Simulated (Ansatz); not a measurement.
CH5BGeTe, SMILES [TeH][CH]1[BH][GeH2]1, a polarisability from point charges

Program: Ansatz 0.2.0, Python API.

Typed at the interpreter:
```pycon
>>> import warnings
>>> import ansatz as az
>>> from ase import Atoms
>>> import numpy as np
>>> BASIS = "def2-SVPD"
>>> METHOD = "mp2"
>>> warnings.simplefilter("ignore", az.DeckWarning)
>>> atoms = Atoms(["Te", "C", "B", "Ge", "H", "H", "H", "H", "H"], positions=[
...     (-1.88, 1.0081, 0.623),
...     (-0.3688, 0.1117, -0.513),
...     (1.021, 0.4692, 0.0192),
...     (0.2655, -1.4683, 0.2477),
...     (-1.6056, 2.5508, -0.2094),
...     (-0.4383, 0.1203, -1.6203),
...     (1.9619, 1.2373, 0.2062),
...     (1.1281, -2.4109, -0.589),
...     (0.0047, -1.6643, 1.8184),
... ])
>>> geometry = az.Crystal.molecule_from_ase(atoms)
>>> calculation = (
...     geometry.calculation()
...     .basis(gaussian=BASIS)
...     .correlation(METHOD)
...     .forces()
... )
>>> # charges +q and -q at -R and +R make a nearly even field 2 k q / R^2 at the centre
>>> centre = np.mean([site.position_ang for site in geometry.cartesian_sites], axis=0)
>>> field = 2 * 14.399645 * 4.0 / 25.0 ** 2
>>> def dipole(axis, sign):
...     arm = 25.0 * np.eye(3)[axis]
...     pair = [{"charge": sign * 4.0, "position_ang": (centre - arm).tolist()}, {"charge": -sign * 4.0, "position_ang": (centre + arm).tolist()}]
...     deck = calculation.input().set(az.key.basis.gaussian.point_charges, pair)
...     return np.array(az.Session.from_dict(deck).plan().execute().report["charge_distribution"]["dipole_moment_e_ang"])
...
>>> print(f"field {field:.4f} V/A")
field 0.1843 V/A
>>> alpha = np.array([(dipole(axis, 1) - dipole(axis, -1)) / (2 * field) * 14.399645 for axis in range(3)])
>>> print("polarisability tensor (A^3)")
polarisability tensor (A^3)
>>> print(np.array2string(alpha, precision=3, suppress_small=True))
[[17.008 -1.454 -0.458]
 [-1.451 18.175 -0.083]
 [-0.451 -0.092 12.568]]
>>> print(f"mean {np.trace(alpha) / 3:.3f} A^3 = {np.trace(alpha) / 3 / 0.14818471:.2f} bohr^3")
mean 15.917 A^3 = 107.41 bohr^3
```

What to keep in mind:
- The geometry is a force-field or estimated start, not a minimum of this method, and the basis set is short of its limit. The field of two point charges is only nearly even.
- def2 sets replace the cores of elements past krypton by effective core potentials.
- The whole script took 3.8 min on 1 thread of Arm Neoverse N1 (shared host), peak memory 0.61 GiB.
